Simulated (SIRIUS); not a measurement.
Input of a SIRIUS 7.10.0 run:

sirius.json

```json
{
  "control": {
    "processing_unit": "cpu",
    "verbosity": 2,
    "num_bands_to_print": 25,
    "print_forces": true,
    "print_stress": true
  },
  "parameters": {
    "electronic_structure_method": "pseudopotential",
    "xc_functionals": ["XC_GGA_X_PBE", "XC_GGA_C_PBE"],
    "gk_cutoff": 8.8,
    "pw_cutoff": 17.6,
    "ngridk": [8, 8, 8],
    "shiftk": [0, 0, 0],
    "smearing": "fermi_dirac",
    "smearing_width": 0.0018374661,
    "num_bands": 25,
    "num_mag_dims": 0,
    "num_dft_iter": 100,
    "energy_tol": 1e-08,
    "density_tol": 1e-06
  },
  "iterative_solver": {
    "type": "davidson",
    "min_tolerance": 1e-09,
    "tolerance_scale": [0.1, 0.25]
  },
  "mixer": {
    "type": "anderson",
    "beta": 0.7,
    "max_history": 8
  },
  "settings": {
    "tol_ne": 1e-10,
    "pseudo_grid_cutoff": 6.5
  },
  "unit_cell": {
    "lattice_vectors": [
      [0.0, 5.497610139023, 5.497610139023],
      [5.497610139023, 0.0, 5.497610139023],
      [5.497610139023, 5.497610139023, 0.0]
    ],
    "atom_coordinate_units": "lattice",
    "atom_types": ["W", "Au"],
    "atom_files": {
      "W": "W.json",
      "Au": "Au.json"
    },
    "atoms": {
      "W": [
        [0.0, 0.0, 0.0]
      ],
      "Au": [
        [0.75, 0.75, 0.75]
      ]
    }
  }
}
```

Potentials or basis: PseudoDojo 0.4.1 PBE standard (scalar relativistic).

Launch:

```sh
$ upf_to_json W.upf
$ upf_to_json Au.upf
$ OMP_NUM_THREADS=1 sirius.scf --input=sirius.json --output=out.json --task=0
```

**Question.** What does it give for the band gap on the k mesh?

**Answer.** None (metal or under the smearing width).

**Question.** Predict the pressure.

**Answer.** 0.0 GPa.

Spin-orbit coupling is left out, which matters for the levels of Au, W.
